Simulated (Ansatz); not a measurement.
# Mg: the cost of one run

Computed with Ansatz 0.2.0 (DFT PBEsol, scalar-relativistic, plane waves, PAW, unless a step's input says otherwise).

## (1) The structure to begin with

It takes space group I4/mmm (No. 139, tetragonal). The conventional cell has a = 3.672 Å, b = 3.672 Å, c = 3.359 Å, α = 90.00°, β = 90.00°, γ = 90.00°. Around Mg (site symmetry 4/mmm) lie 10 Mg at 3.09 to 3.36 Å.

Coordinates:

```
CELL_PARAMETERS angstrom
-1.83599 1.83599 1.67940
1.83599 -1.83599 1.67940
1.83599 1.83599 -1.67940
ATOMIC_POSITIONS crystal
Mg 0.00000 0.00000 0.00000
```

This is candidate A: structure listed in a database for this formula (I4/mmm, No. 139).

(A quick probe on a coarse mesh, which set the mesh and smearing, is not shown.)

## (3) Relaxing cell and atoms (candidate A)

Input file input.yaml:

```yaml
crystal:
  lattice:
    - [-1.83599163, 1.83599163, 1.67940402]
    - [1.83599163, -1.83599163, 1.67940402]
    - [1.83599163, 1.83599163, -1.67940402]
  atoms:
    - { symbol: Mg, position: [0.0, 0.0, 0.0] }
basis:
  ecutwfc: 420
kpoints:
  mp_grid: { grid: [22, 22, 22] }
hamiltonian:
  xc: pbesol
scf:
  occupations: { method: gaussian, width: 0.1 }
output:
  forces: true
  stress: true
  eigenvalues: true
relax:
  adjacent_minimum: "off"
  f_tol: 0.01
  max_steps: 80
  cell: { stress_tol: 0.05 }
```

What time and memory should one allow on 1 thread of an x86-64 CPU, shared host?

About 71 s, with a peak of 0.62 GiB.
